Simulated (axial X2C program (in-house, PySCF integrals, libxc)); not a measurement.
**A two-component session on WTe⁻: properties at the nuclei**

Aim: properties at the nuclei of WTe⁻, with spin–orbit coupling in the Hamiltonian from the start.

Method: two-component X2C with atomic mean-field terms, W dyall-acv3z, Te dyall-acv3z; program: an in-house X2C program for linear molecules on PySCF integrals.

All values are calculated.

### Step 1. The job

The input, task.json:

```json
{"zs": [74, 52], "q": -1, "bas": ["dyall-acv3z", "dyall-acv3z"], "r0": 2.48, "levels": ["PBE0", "HF", "LDA", "B3LYP", "BHandHLYP"], "nst": 2}
```

Keys: zs atomic numbers; q charge; bas basis sets; r0 starting distance in Å; levels methods (HF also brings MP2); nst determinants followed.

Command:

```bash
> python soeom.py task.json out
```

Nuclei are Gaussian, cores are contracted, and the Gaunt term is on.

### Step 2. Expectation values, lowest determinant

R = 2.561 Å. State: Ω = 5/2 (excess of +ω over −ω: ω = 5/2).

Output of the PBE0 run:

```text
two-component X2C + atomic mean field  PBE0
basis functions 334  fitting functions 1632  grid points 5803
iter        total energy     max residual
   1     -22932.994208808     1.01e-06
   2     -22932.994208808     8.94e-07
converged
one-electron -33063.36836842  Coulomb 9859.29586268  exact exchange -124.56234623  xc functional -381.41668858  nuclear repulsion 795.10890575  atomic mean-field constant -18.05157401
```

The highest occupied spinor is 43% Te p, 29% W d, 22% W p.

```csv
level,Eeff magnitude (GV/cm),Ws magnitude W (kHz),A∥/gI W (MHz),qzz W (a.u.),A∥/gI Te (MHz),qzz Te (a.u.)
PBE0,31,13.2,1300,1.17,2,2.00
HF,33.1,15,1080,0.86,-29.7,0.23
LDA,31,13.3,1260,1.40,-14.8,2.41
B3LYP,35.5,15.1,1170,1.31,-8.16,2.22
BHandHLYP,42.6,18.3,1110,1.20,-9.07,1.89
```

Eeff is the effective electric field on the electron dipole moment in this Ω state and Ws the scalar–pseudoscalar constant (defined with the proton number Z and per Ω); A∥ is the parallel hyperfine constant, which follows by multiplying with the nuclear g factor gI = μI/(I μN); qzz is the electric field gradient, eQq0 = 234.96 MHz × Q/barn × qzz. The operators were transformed with the bare-nucleus X2C matrices.

### Step 3. Expectation values, a higher determinant

R = 2.561 Å. State: Ω = 1/2 (excess of +ω over −ω: ω = -1/2, ω = -3/2, ω = 5/2), 0.28 eV above the lowest in the PBE0 search for states (made at or near this distance, with looser thresholds).

Output of the PBE0 run:

```text
two-component X2C + atomic mean field  PBE0
basis functions 334  fitting functions 1632  grid points 5803
iter        total energy     max residual
   1     -22932.983956101     8.44e-06
   2     -22932.983956097     2.10e-05
   3     -22932.983956112     3.95e-06
   4     -22932.983956114     3.55e-06
   5     -22932.983956117     1.71e-06
   6     -22932.983956117     6.62e-07
converged
one-electron -33060.03202237  Coulomb 9855.86714709  exact exchange -124.53083495  xc functional -381.34557763  nuclear repulsion 795.10890575  atomic mean-field constant -18.05157401
```

The highest occupied spinor is 49% W s, 27% W p, 10% Te p.

```
    level  Eeff magnitude (GV/cm)  Ws magnitude W (kHz)  A∥/gI W (MHz)  qzz W (a.u.)  A∥/gI Te (MHz)  qzz Te (a.u.)
     PBE0                    33.1                    59          -1060         -0.86            -891          -0.02
       HF                    40.8                  71.4            611         -2.94           -1520          -2.59
      LDA                    14.7                  25.4          -1430          0.57            -844           0.50
    B3LYP                    24.8                  44.7          -1660         -0.21            -804           0.33
BHandHLYP                    41.4                  76.1          -2000         -1.19            -852           0.15
```

### Step 4. What came out

| quantity | value |
| --- | --- |
| lowest determinant | Ω = 5/2 (excess of +ω over −ω: ω = 5/2) |
| Eeff magnitude (GV/cm), PBE0 | 31 |
| Ws magnitude W (kHz), PBE0 | 13.2 |
| A∥/gI W (MHz), PBE0 | 1300 |
| qzz W (a.u.), PBE0 | 1.17 |
| higher determinant | Ω = 1/2 (excess of +ω over −ω: ω = -1/2, ω = -3/2, ω = 5/2) |
| Eeff magnitude (GV/cm), PBE0, higher determinant | 33.1 |
| Ws magnitude W (kHz), PBE0, higher determinant | 59 |
| A∥/gI W (MHz), PBE0, higher determinant | -1060 |
| qzz W (a.u.), PBE0, higher determinant | -0.86 |

In words: In the first state, the effective field runs from 31 to 42.6 GV/cm over the mean-field levels. The expectation values come from single determinants, which for open shells can mix terms of unlike spin or miss the lowest Ω, so a determinant need not be a state. Eeff is the effective electric field on the electron dipole moment in this Ω state and Ws the scalar–pseudoscalar constant (defined with the proton number Z and per Ω); A∥ is the parallel hyperfine constant, which follows by multiplying with the nuclear g factor gI = μI/(I μN); qzz is the electric field gradient, eQq0 = 234.96 MHz × Q/barn × qzz. The operators were transformed with the bare-nucleus X2C matrices.
